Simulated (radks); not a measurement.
# Valence configurations of O

The task here is to estimate one member of a computed series from the others.

The numbers are computed with radks (a radial shooting solver on a logarithmic mesh, Libxc functionals) version 1 (non-relativistic Kohn-Sham, r2SCAN, spin-polarised, spherical densities, point nucleus; open shells are filled with parallel spins first), except any that are marked as measured or tabulated.

## The atom as given

| Item | Value |
| --- | --- |
| element | oxygen (Z = 8) |
| charge | 0 |
| electrons | 8 |
| configuration | [He] 2s2 2p4 |
| others tried | 2s1 2p5; 2p6; 2s1.5 2p4.5; 2s0.5 2p5.5 |

Outer shells as boxes (Hund's rule):

O
```
[He] core
2s [↑↓]
2p [↑↓][↑ ][↑ ]
```

The first run:

Settings of this run:

```text
Z 8
configuration [He] 2s2 2p4
relativity non-relativistic
functional r2scan,r2scan
spin polarised
nucleus point
```

Among the steps run: [He] 2s2 2p4.

One of the session's tables, all rows but one given; the rest of the session is left out.

It belongs to the step «[He] 2s2 2p4». From the orbitals of this run (lengths in bohr):

```
  level     <r>  outermost maximum (interpolated)  90 % within
  1s up  0.1998                             0.129        0.358
1s down  0.1990                             0.129        0.356
  2s up       ?                                 ?            ?
2s down   1.167                             0.883         1.89
  2p up   1.213                             0.812         2.10
2p down   1.354                             0.855         2.40
```

Q: Estimate the row for 2s up from the others.

The run gave: <r>: 1.124; outermost maximum (interpolated): 0.865; 90 % within: 1.80. In the column «<r>» it lies between 1s up (0.1998) and 2s down (1.167).
